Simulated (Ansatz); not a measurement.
## CsEu₃, space group Fm-3m: a convergence test of the k-point mesh

Program: the Ansatz DFT code, driven from Python.

`run_kconv.py`:
```python
# -*- coding: utf-8 -*-
"""k-point test for CsEu3."""

import csv
import warnings

import ansatz as az

warnings.simplefilter("ignore", az.DeckWarning)

lattice = az.Lattice.of(
    [0.0, 4.76853, 4.76853],
    [4.76853, 0.0, 4.76853],
    [4.76853, 4.76853, 0.0],
)
sites = [
    ("Cs", [0.0, 0.0, 0.0]),
    ("Eu", [0.25, 0.25, 0.25]),
    ("Eu", [0.75, 0.75, 0.75]),
    ("Eu", [0.5, 0.5, 0.5]),
]
cell = az.Crystal(lattice=lattice)
for symbol, position in sites:
    cell = cell.atom(symbol, position)
cell = cell.moments(Eu=9.1)

setup = cell.calculation()
setup = setup.functional("LDA")
setup = setup.pseudopotentials("paw")
setup = setup.basis(470, xc_grid=1)
setup = setup.occupations(az.OccupationsMethod.FERMI_DIRAC, width=0.01).spin("collinear")
setup = setup.initial_density(normalization="atom").scf(max_iterations=60, lower_state_search="off")

rows = []
for value in [(2, 2, 2), (3, 3, 3), (4, 4, 4), (5, 5, 5)]:
    data = setup.kpoints(*value).run(threads=1).report
    rows.append((value, data["free_energy_ev"] / len(data["lattice"]["sites"]), data["n_iterations"], data["magnetization_mub"], data["n_kpoints"]))

with open("kconv.csv", "w", newline="") as handle:
    writer = csv.writer(handle)
    writer.writerow(["mesh", "F/atom (eV)", "iterations", "moment (muB)", "k-points"])
    writer.writerows([round(v, 5) if isinstance(v, float) else v for v in row] for row in rows)

# the last row is the reference
for row in rows[:-1]:
    shift = 1000 * (row[1] - rows[-1][1])
    print(f"{row[0]}: {shift:+.2f} meV/atom" + ("  (within 1 meV)" if abs(shift) < 1 else ""))
```

Running `python run_kconv.py` prints:
```text
(2, 2, 2): +7.16 meV/atom
(3, 3, 3): -15.18 meV/atom
(4, 4, 4): -2.33 meV/atom
```

It writes `kconv.csv`:
```csv
mesh,F/atom (eV),iterations,moment (muB),k-points
"(2, 2, 2)",-7800.06487,43,22.25557,3
"(3, 3, 3)",-7800.08721,18,22.60852,4
"(4, 4, 4)",-7800.07437,16,22.19093,8
"(5, 5, 5)",-7800.07203,19,22.6124,10
```

Reading the output:
- Open f shells: without a Hubbard U, without spin-orbit coupling; the state reached hangs on the start and needn't be the lowest.
- The overall sign of a collinear moment is arbitrary, and semilocal functionals can give small moments to compounds that are paramagnetic.
- This cell is a computed structure, which may not be the phase found in nature.
- Shifts are counted from the finest mesh, which is itself no proven limit.
- Timing: 120 s on 1 thread of Arm Neoverse V2, on a shared host, peak memory 0.7 GiB.
